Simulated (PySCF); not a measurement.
# Sm(OH)3(NH3): other functionals and bases at one geometry

An exercise on one series of results from a longer session: the logs are not shown, and one member is left open.

Program: PySCF 2.14.0. Level of theory: several levels, as the steps say, no spin–orbit coupling. These are calculated values, not measurements.

1 further run of the same task is left out (for a known fault of the program).

## Where the work starts

11 atoms, charge 0, spin multiplicity 1.

Bond lengths: Sm1–O2 2.114 Å, Sm1–O4 2.115 Å, Sm1–O6 2.115 Å, Sm1–N8 2.589 Å, O2–H3 0.956 Å, O4–H5 0.956 Å, O6–H7 0.956 Å, N8–H9 1.020 Å, N8–H10 1.020 Å, N8–H11 1.020 Å. Angles: O2–Sm1–O4 118.4°, O2–Sm1–O6 118.5°, O2–Sm1–N8 97.2°, O4–Sm1–O6 118.7°, O4–Sm1–N8 96.4°, O6–Sm1–N8 97.3°, Sm1–O2–H3 174.2°, Sm1–O4–H5 173.9°, Sm1–O6–H7 174.3°, Sm1–N8–H9 111.4°, Sm1–N8–H10 112.6°, Sm1–N8–H11 111.6°, H9–N8–H10 107.0°, H9–N8–H11 107.0°, H10–N8–H11 107.0°.

Coordinates:

```xyz
11

Sm    0.1705   -0.2098    0.2582
O     1.2194    1.3416    1.2393
H     1.7329    1.9746    1.7390
O    -1.4420   -1.1314    1.2698
H    -2.1017   -1.5985    1.7809
O     1.1568   -1.2863   -1.2716
H     1.6556   -1.8133   -1.8944
N    -1.2737    1.2953   -1.2752
H    -1.8767    1.9119   -0.7297
H    -0.7102    1.8902   -1.8832
H    -1.8821    0.7419   -1.8792
```

Formal oxidation states: Sm +3. Each metal's 5 4f electrons lie in its core potential, so multiplicities, spins and levels count the valence alone. An earlier session relaxed this geometry at PBE0, Sm lcecp-1-SVP with ECP51, O def2-SVP, H def2-SVP, N def2-SVP (singlet, point group Cs).

At PBE0 on the finer grid: E = -318.433848 Eh, HOMO -6.95 eV, LUMO -0.26 eV, Mulliken charge on Sm1 +0.95 e, largest force component 0.019 eV/Å. 

Levels to run: BLYP; TPSS; PBE0, TZVP. Hardware: 2 threads of Arm Neoverse V2, shared host.

The first run:

The input, run.py (the lines that set the calculation):

```python
mol = gto.M(atom='''
Sm     0.17048    -0.20982     0.25818
O      1.21942     1.34164     1.23931
H      1.73286     1.97457     1.73902
O     -1.44202    -1.13138     1.26983
H     -2.10167    -1.59849     1.78092
O      1.15679    -1.28632    -1.27163
H      1.65562    -1.81330    -1.89442
N     -1.27373     1.29530    -1.27519
H     -1.87666     1.91192    -0.72970
H     -0.71022     1.89017    -1.88320
H     -1.88207     0.74188    -1.87923''',
    basis={'Sm': 'lcecp-1-SVP', 'O': 'def2-SVP', 'H': 'def2-SVP', 'N': 'def2-SVP'},
    ecp={'Sm': 'lcecp-1-SVP'},
    charge=0, spin=0)
mf = dft.RKS(mol, xc='BLYP')
mf.grids.atom_grid = (75, 302)  # f atoms: unpruned, at least (60, 302)
mf = mf.density_fit()  # fitting sets: Sm AutoAux, O def2-universal-JKFIT, H def2-universal-JKFIT, N def2-universal-JKFIT
mf.conv_tol = 1e-08; mf.max_cycle = 55
mf.kernel(dm0)  # dm0: the density of the relaxed state
```

Command:

```sh
$ OMP_NUM_THREADS=2 python run.py
```

Among the steps run: BLYP; TPSS; PBE0, TZVP.

One table of the session follows, with a row left open; its other results are not shown here.

```
              level  HOMO (eV)  gap (eV)  charge on Sm1 (e)  dipole (D)  largest force component (eV/Å)
PBE0 (relaxed here)      -6.95      6.69               0.95        4.21                            0.02
               BLYP      -5.16      4.18               0.67        4.14                            0.47
               TPSS          ?         ?                  ?           ?                               ?
         PBE0, TZVP      -7.24      6.77               1.57        4.22                            0.22
```

**Question.** Estimate the row for TPSS.

As computed: HOMO (eV): -5.36; gap (eV): 4.63; charge on Sm1 (e): 0.82; dipole (D): 4.14; largest force component (eV/Å): 0.36. In the column «HOMO (eV)» it lies between PBE0 (relaxed here) (-6.95) and BLYP (-5.16).

In one basis the HOMO–LUMO gap runs from 4.18 eV (BLYP) to 6.69 eV (PBE0). The largest leftover force, 0.47 eV/Å with BLYP, stands at a geometry relaxed at another level. With 4f in the core, its levels are missing from HOMO and gap, and its count is fixed, so no charge can pass from the ligands into it. Total energies of different levels can't be compared.
